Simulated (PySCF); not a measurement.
# C₇H₈F₂: excited-state relaxation

Wanted: excited-state relaxation for C₇H₈F₂ (`FCC1=CC(F)=CCC1`).

Programs: PySCF 2.14.0, with routines of our own; each step states its level. All values are computed. Atoms count from 0.

### 1 The system as given

17 atoms, charge 0, multiplicity 1; geometry from: GFN2-xTB.

### 2 Relaxing the molecule at BHandHLYP/6-31G*

What the job is given:

```
{"job": {"xc": "BHandHLYP", "basis": "6-31G*", "grid": 1, "kind": "geom"}, "charge": 0, "multiplicity": 1}
F     -2.998429     1.041992    -0.269896
C     -2.301144    -0.099960     0.022005
C     -0.821365     0.125942     0.036806
C     -0.248728     1.278965    -0.312034
C      1.193390     1.395222    -0.267265
F      1.693844     2.646048    -0.378078
C      1.999696     0.344062    -0.149782
C      1.404379    -1.031466    -0.089582
C      0.017271    -1.013365     0.554806
H     -2.653406    -0.449641     1.001323
H     -2.574005    -0.839790    -0.742588
H     -0.819424     2.136249    -0.631158
H      3.071726     0.452145    -0.162712
H      2.060534    -1.700191     0.468385
H      1.334688    -1.421969    -1.112232
H      0.120150    -0.886246     1.638946
H     -0.486175    -1.965966     0.383146
```

Command:

```bash
> OMP_NUM_THREADS=1 python excited_run.py task.json out
```

This one command runs all jobs of the session in turn.

The log of the run:

```text
step   0  E = -470.95182057  max force = 0.014399
step   1  E = -470.95075859  max force = 0.005651
step   2  E = -470.95205803  max force = 0.004779
step   3  E = -470.95219479  max force = 0.005702
step   4  E = -470.95268741  max force = 0.001407
step   5  E = -470.95276485  max force = 0.000725
step   6  E = -470.95279565  max force = 0.000946
step   7  E = -470.95280778  max force = 0.000320
optimisation converged
```

Run time: 100 s. Hardware: 1 thread of Arm Neoverse N1, shared host; peak memory 0.62 GiB.

Along the way: (the energy doesn't fall at every step)

| step | energy from step 0 (eV) | largest force component (eV/Å) |
| --- | --- | --- |
| 0 | 0.0000 | 0.7404 |
| 1 | 0.0289 | 0.2906 |
| 2 | -0.0065 | 0.2457 |
| 3 | -0.0102 | 0.2932 |
| 4 | -0.0236 | 0.0724 |
| 5 | -0.0257 | 0.0373 |
| 6 | -0.0265 | 0.0486 |
| 7 | -0.0269 | 0.0165 |

Close pairs (by a distance rule), those that changed most:

| bond | before (Å) | after (Å) | change (Å) |
| --- | --- | --- | --- |
| C4–F5 | 1.352 | 1.339 | -0.013 |
| C1–H10 | 1.098 | 1.090 | -0.008 |
| C1–H9 | 1.098 | 1.091 | -0.007 |
| C1–C2 | 1.497 | 1.490 | -0.007 |
| C3–C4 | 1.447 | 1.454 | +0.007 |
| C4–C6 | 1.330 | 1.324 | -0.006 |
| C6–C7 | 1.500 | 1.504 | +0.004 |
| C2–C3 | 1.334 | 1.330 | -0.004 |

The end geometry stands in the next job.

| at the end point | value |
| --- | --- |
| point group (found at 0.08 Å tolerance) | C1 |
| rotational constants (GHz, main isotopes) | 2.508, 1.187, 0.828 |
| dipole moment (D) | 3.14 |

### 3 Excited-state relaxation: TDA BHandHLYP/6-31G*

What the job is given:

```
{"job": {"kind": "xopt", "state": "S1", "method": "TDA", "freq": false, "xc": "BHandHLYP", "basis": "6-31G*", "grid": 1}, "charge": 0, "multiplicity": 1}
F     -2.952780     0.920786    -0.690932
C     -2.198529    -0.223256    -0.658714
C     -0.818097     0.040742    -0.163522
C     -0.393678     1.257636     0.164809
C      0.960504     1.430779     0.665316
F      1.213377     2.628840     1.207078
C      1.894178     0.495708     0.587500
C      1.556108    -0.799400    -0.099404
C      0.076818    -1.152901     0.054578
H     -2.700473    -0.946290    -0.014893
H     -2.172996    -0.640257    -1.665421
H     -1.027670     2.122932     0.082648
H      2.892383     0.686876     0.942800
H      2.164991    -1.610113     0.291995
H      1.802784    -0.716428    -1.161431
H     -0.107263    -1.530356     1.064218
H     -0.182700    -1.962706    -0.625724
```

Method: TDA BHandHLYP/6-31G* excited-state geometry optimisation, gas phase.

The log of the run:

```text
final grid: 66640 points
cycle   1  E = -470.8575254970  dE =  1.721e+00  |g| = 6.853e-01  |ddm| = 3.884e+00
cycle   2  E = -470.8729239138  dE = -1.540e-02  |g| = 6.946e-01  |ddm| = 1.104e+00
cycle   3  E = -470.9519532947  dE = -7.903e-02  |g| = 5.722e-02  |ddm| = 5.908e-01
cycle   4  E = -470.9525554609  dE = -6.022e-04  |g| = 3.176e-02  |ddm| = 9.774e-02
cycle   5  E = -470.9527962984  dE = -2.408e-04  |g| = 6.289e-03  |ddm| = 3.863e-02
cycle   6  E = -470.9528056752  dE = -9.377e-06  |g| = 2.830e-03  |ddm| = 8.146e-03
cycle   7  E = -470.9528076793  dE = -2.004e-06  |g| = 4.697e-04  |ddm| = 3.149e-03
cycle   8  E = -470.9528077615  dE = -8.225e-08  |g| = 2.456e-04  |ddm| = 9.307e-04
cycle   9  E = -470.9528077794  dE = -1.780e-08  |g| = 8.900e-05  |ddm| = 3.276e-04
cycle  10  E = -470.9528077815  dE = -2.136e-09  |g| = 3.190e-05  |ddm| = 1.442e-04
cycle  11  E = -470.9528077818  dE = -3.060e-10  |g| = 1.014e-05  |ddm| = 4.287e-05
converged SCF energy = -470.9528077818

vertical S1 at the ground-state geometry: 5.4585 eV
step    E(state)/Eh    max force   excitation/eV  root
  0    -470.75692309   0.089915     5.2627      1
  1    -470.77331774   0.041401     4.1697      1
  2    -470.77601445   0.011530     4.1946      1
  3    -470.77745339   0.016708     4.0462      1
  4    -470.78011476   0.013759     3.7199      1
  5    -470.78262987   0.014738     2.8786      1
  6    -470.78452422   0.009352     2.7310      1
  7    -470.78645965   0.007327     2.5592      1
  8    -470.78709095   0.005732     2.1597      1
  9    -470.78745229   0.005064     2.1158      1
 10    -470.78790883   0.004625     1.8536      1
 11    -470.78891049   0.009344     1.1649      1
 12    -470.79066783   0.026271     0.8788      1
 13    -470.79195064   0.114781     0.5939      1
optimisation not converged (near crossing with ground state)
```

Run time: 7.5 min. Hardware: 1 thread of Arm Neoverse N1, shared host; peak memory 0.84 GiB.

Diagnosis: The excited state lay within 0.8 eV of the ground state, the driver's bar for a possible crossing, so it stopped. The remedy is to use a multireference or spin-flip method there. Numbers from the part that failed are no properties of the molecule.

### 4 Excited-state relaxation: UKS BHandHLYP/6-31G*

Settings changed since step 3:

```diff
@@ -1,2 +1,2 @@
-{"job": {"kind": "xopt", "state": "S1", "method": "TDA", "freq": false, "xc": "BHandHLYP", "basis": "6-31G*", "grid": 1}, "charge": 0, "multiplicity": 1}
+{"job": {"kind": "xopt", "state": "T1", "method": "UKS", "freq": false, "xc": "BHandHLYP", "basis": "6-31G*", "grid": 1}, "charge": 0, "multiplicity": 1}
 F     -2.952780     0.920786    -0.690932
```

Method: UKS BHandHLYP/6-31G* excited-state geometry optimisation, gas phase.

The log of the run:

```text
final grid: 66640 points
cycle   1  E = -470.8575254970  dE =  1.721e+00  |g| = 6.853e-01  |ddm| = 3.884e+00
cycle   2  E = -470.8729239138  dE = -1.540e-02  |g| = 6.946e-01  |ddm| = 1.104e+00
cycle   3  E = -470.9519532947  dE = -7.903e-02  |g| = 5.722e-02  |ddm| = 5.908e-01
cycle   4  E = -470.9525554609  dE = -6.022e-04  |g| = 3.176e-02  |ddm| = 9.774e-02
cycle   5  E = -470.9527962984  dE = -2.408e-04  |g| = 6.289e-03  |ddm| = 3.863e-02
cycle   6  E = -470.9528056752  dE = -9.377e-06  |g| = 2.830e-03  |ddm| = 8.146e-03
cycle   7  E = -470.9528076793  dE = -2.004e-06  |g| = 4.697e-04  |ddm| = 3.149e-03
cycle   8  E = -470.9528077615  dE = -8.225e-08  |g| = 2.456e-04  |ddm| = 9.307e-04
cycle   9  E = -470.9528077794  dE = -1.780e-08  |g| = 8.900e-05  |ddm| = 3.276e-04
cycle  10  E = -470.9528077815  dE = -2.136e-09  |g| = 3.190e-05  |ddm| = 1.442e-04
cycle  11  E = -470.9528077818  dE = -3.060e-10  |g| = 1.014e-05  |ddm| = 4.287e-05
converged SCF energy = -470.9528077818

vertical T1 at the ground-state geometry: 3.1005 eV
step    E(state)/Eh    max force   <S^2>
  0    -470.84553707   0.151684    2.0093
  1    -470.87214540   0.053221    2.0099
  2    -470.87450856   0.027450    2.0100
  3    -470.87532836   0.005363    2.0100
  4    -470.87524614   0.010744    2.0100
  5    -470.87554300   0.001103    2.0100
  6    -470.87555890   0.000904    2.0100
  7    -470.87559305   0.001332    2.0100
  8    -470.87563698   0.002031    2.0100
  9    -470.87567938   0.001698    2.0099
 10    -470.87575816   0.001361    2.0099
 11    -470.87586227   0.002180    2.0099
 12    -470.87600406   0.004310    2.0099
 13    -470.87609096   0.003397    2.0099
 14    -470.87614331   0.001553    2.0100
 15    -470.87615835   0.000505    2.0100
 16    -470.87617171   0.001604    2.0100
 17    -470.87618991   0.002500    2.0101
 18    -470.87620348   0.002035    2.0103
 19    -470.87621108   0.000710    2.0106
 20    -470.87621493   0.000368    2.0108
optimisation converged
vertical emission 1.0326 eV, adiabatic 2.0842 eV, Stokes shift 2.0679 eV, reorganisation 1.0163 (excited) and 1.0516 eV (ground)
```

Wall time 7.9 min (1 thread of Arm Neoverse N1, shared host); peak memory 0.7 GiB.

In short:

| quantity | value |
| --- | --- |
| vertical gap at the ground-state geometry, T1 | 3.10 eV |
| adiabatic energy, T1 | 2.08 eV |
| vertical gap at the relaxed geometry, T1 | 1.03 eV |
| difference of the two gaps, T1 | 2.07 eV |
| geometry moved (RMSD), T1 | 0.247 Å |

Bonds of the start that changed most:

| bond | start (Å) | end (Å) |
| --- | --- | --- |
| C2–C3 | 1.330 | 1.457 |
| C3–C4 | 1.454 | 1.338 |
| C4–C6 | 1.324 | 1.434 |
| C6–C7 | 1.504 | 1.487 |
| C8–C2 | 1.508 | 1.491 |
| C7–C8 | 1.529 | 1.540 |

Mulliken spin populations:

F0 0.01; C1 -0.08; C2 0.91; C3 0.18; C4 0.04; F5 0.01; C6 0.93; C7 -0.07; C8 -0.07; H9 0.05; H10 0.02; H11 -0.01; H12 -0.05; H13 0.01; H14 0.05; H15 0.06; H16 0.01

### 5 What came out

| quantity | value |
| --- | --- |
| point group | C1 |
| rotational constants (main isotopes) | 2.51, 1.19, 0.83 GHz |
| vertical gap at the ground-state geometry, T1 (step 4, UKS BHandHLYP/6-31G*) | 3.10 eV |
| adiabatic energy, T1 (step 4, UKS BHandHLYP/6-31G*) | 2.08 eV |
| vertical gap at the relaxed geometry, T1 (step 4, UKS BHandHLYP/6-31G*) | 1.03 eV |
| difference of the two gaps, T1 (step 4, UKS BHandHLYP/6-31G*) | 2.07 eV |
| runs | 1 failed, 0 ended on unsound input |

What this shows: The optimisation took 7 steps and gained 0.027 eV; among the close pairs (by a distance rule), C4–F5 changed most, from 1.352 to 1.339 Å. Where no frequencies were run, the relaxed excited state may be a saddle. In step 4 (excited-state relaxation), among the bonds C2–C3 changes most, from 1.330 to 1.457 Å.
